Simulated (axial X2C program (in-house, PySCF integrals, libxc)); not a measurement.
# RuCN: Ω levels from open-shell CI on d6 s1 p(π)0

Aim: the spin–orbit levels of RuCN that arise from the configuration d6 s1 p(π)0 of Ru, and how they move with the bond.

Method: two-component X2C, average-of-configuration Hartree–Fock and CI in the open shells; program: an in-house X2C program for linear molecules on PySCF integrals.

All values are calculated.

## Step 1: Input

task.json

```json
{"zs": [44, 6, 7], "q": 0, "bas": ["dyall-v3z", "dyall-v3z", "dyall-av3z"], "r0": 2.0, "metal": 0, "shells": [[2, [0, 1, 2], 6], [0, [0], 1], [1, [1], 0]], "fix": 0, "emax": 3.2, "nroots": 4, "r2": 1.16}
```

Keys: zs atomic numbers; q charge; bas basis sets; r0 starting distance in Å; metal index of the metal atom; shells open shells as [l, |m| values, electrons]; fix electron count of the first shell held; emax energy window in eV; nroots roots for each Ω; r2 second bond in Å, held.

Started as:

```
$ python soci.py task.json out
```

Two-component X2C with atomic mean-field Coulomb and Gaunt terms, basis Ru dyall-v3z, C dyall-v3z, N dyall-av3z (cores contracted in-house). Orbitals come from Hartree–Fock averaged over the configuration Ru d6 s1 p(π)0; CI then distributes these electrons over the d, s, p(π) shells of Ru.

## Step 2: CI at Ru–C–N held linear, bonds 2.207 and 1.160 Å (the second held)

What does the calculation give? Wanted: lowest level of the model; next level; lowest curve, Re and ωe.

The runs gave:

| quantity | value |
| --- | --- |
| lowest level of the model | Ω = 9/2, g∥ = 13.99, 100% d6 s1 |
| next level | Ω = 7/2, 320 cm⁻¹ higher |
| lowest curve, Re and ωe | 2.234 Å, 363.9 cm⁻¹ |

In the lowest level ⟨Sz⟩ = 2.49 and ⟨Lz⟩ = 2.01; its leading determinant has weight 0.89 among 463. From 2.207 to 2.604 Å the gap from the lowest to the fifth level goes from 1355 to 1349 cm⁻¹. Without dynamic correlation distances can be off by several hundredths of an Å, and the wavenumbers are rough. Dynamic correlation is missing, so gaps between terms are too wide and other configurations may lie lower; the lowest level listed is that of this model, not necessarily the ground state. For d shells the ligand-field splittings (σ, π, δ) and their order can be off by a thousand cm⁻¹ or more. At most 4 roots were kept for each Ω > 0 (twice that for Ω = 0) within 3.2 eV of the lowest, so higher up levels can be missing between those listed; levels with Ω > 0 are doubly degenerate and listed once, Ω = 0 levels singly. Some active spinors are only partly of the character that their shell is named for, so the shell names and counts are nominal. States that fill the shells left empty in the average are placed too high. The molecule was held linear; bending was not examined.
